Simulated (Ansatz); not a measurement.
# ClH5O2Si2: basis-set convergence

The task here is to estimate one member of a computed series from the others.

Program: Ansatz 0.2.0, Gaussian basis. Level of theory: one geometry, several basis sets. These are calculated values, not measurements.

The runs, in order: PBE0-D4/def2-SVP; ωB97M-V/def2-SVP; PBE0-D4/def2-QZVPP; ωB97M-V/def2-QZVPP; the functionals' def2-TZVPP values are taken from earlier runs.

## The relaxed structure

An earlier PBE0-D4 in a triple-zeta def2 set relaxation fixed the geometry.

SMILES `O[SiH2]O[SiH2]Cl`, 10 atoms, charge 0, spin multiplicity 1.

Atoms are counted from 1 here; the program's logs count them from 0.

Bond lengths: O1–Si2 1.635 Å, O1–H6 0.959 Å, Si2–O3 1.644 Å, Si2–H7 1.475 Å, Si2–H8 1.483 Å, O3–Si4 1.618 Å, Si4–Cl5 2.064 Å, Si4–H9 1.477 Å, Si4–H10 1.476 Å. Angles: Si2–O1–H6 118.0°, O1–Si2–O3 111.8°, O1–Si2–H7 106.3°, O1–Si2–H8 111.2°, O3–Si2–H7 107.7°, O3–Si2–H8 107.3°, H7–Si2–H8 112.5°, Si2–O3–Si4 142.3°, O3–Si4–Cl5 109.5°, O3–Si4–H9 110.8°, O3–Si4–H10 109.8°, Cl5–Si4–H9 107.0°, Cl5–Si4–H10 107.4°, H9–Si4–H10 112.2°.

As a file:

```xyz
10

O    -1.0852   -1.5982    0.7506
Si    0.4008   -1.4026    0.0971
O     0.8597    0.1757    0.0850
Si    0.2816    1.6763   -0.0967
Cl   -1.5857    1.5928   -0.9718
H    -1.8386   -1.2572    0.2646
H     1.3376   -2.1357    0.9691
H     0.4372   -1.8831   -1.3058
H     0.1159    2.3376    1.2135
H     1.1596    2.4433   -1.0028
```

Set-up of the first run:

Contents of in.yaml:

```yaml
crystal:
  periodic: [false, false, false]
  atoms:
    - {symbol: O, position_ang: [-1.085162, -1.598188, 0.750579]}
    - {symbol: Si, position_ang: [0.400754, -1.402605, 0.097087]}
    - {symbol: O, position_ang: [0.859709, 0.175665, 0.085031]}
    - {symbol: Si, position_ang: [0.281587, 1.676297, -0.096740]}
    - {symbol: Cl, position_ang: [-1.585713, 1.592847, -0.971796]}
    - {symbol: H, position_ang: [-1.838554, -1.257172, 0.264613]}
    - {symbol: H, position_ang: [1.337588, -2.135677, 0.969128]}
    - {symbol: H, position_ang: [0.437236, -1.883109, -1.305760]}
    - {symbol: H, position_ang: [0.115934, 2.337587, 1.213509]}
    - {symbol: H, position_ang: [1.159620, 2.443255, -1.002754]}
basis:
  gaussian: {orbitals: def2-SVP}
hamiltonian: {xc: pbe0, dispersion: d4}
output: {orbitals: {seedname: orbitals}}
```

Steps of the session up to this table: PBE0-D4 in def2-SVP; ωB97M-V in def2-SVP; PBE0-D4 in def2-QZVPP; ωB97M-V in def2-QZVPP.

One of the session's tables, all rows but one given; the rest of the session is left out.

It belongs to the step «Density functionals: the series». 

```
functional       basis  HOMO (eV)  LUMO (eV)
   PBE0-D4    def2-SVP      -8.67       0.80
   PBE0-D4  def2-TZVPP      -8.79       0.24
   PBE0-D4  def2-QZVPP      -8.81       0.02
   ωB97M-V    def2-SVP     -10.89       2.77
   ωB97M-V  def2-TZVPP     -11.05       1.95
   ωB97M-V  def2-QZVPP          ?          ?
```

Q: Estimate the row for ωB97M-V, def2-QZVPP from the others.

The run gave: HOMO (eV): -11.08; LUMO (eV): 1.45. In the column «HOMO (eV)» it is the lowest.
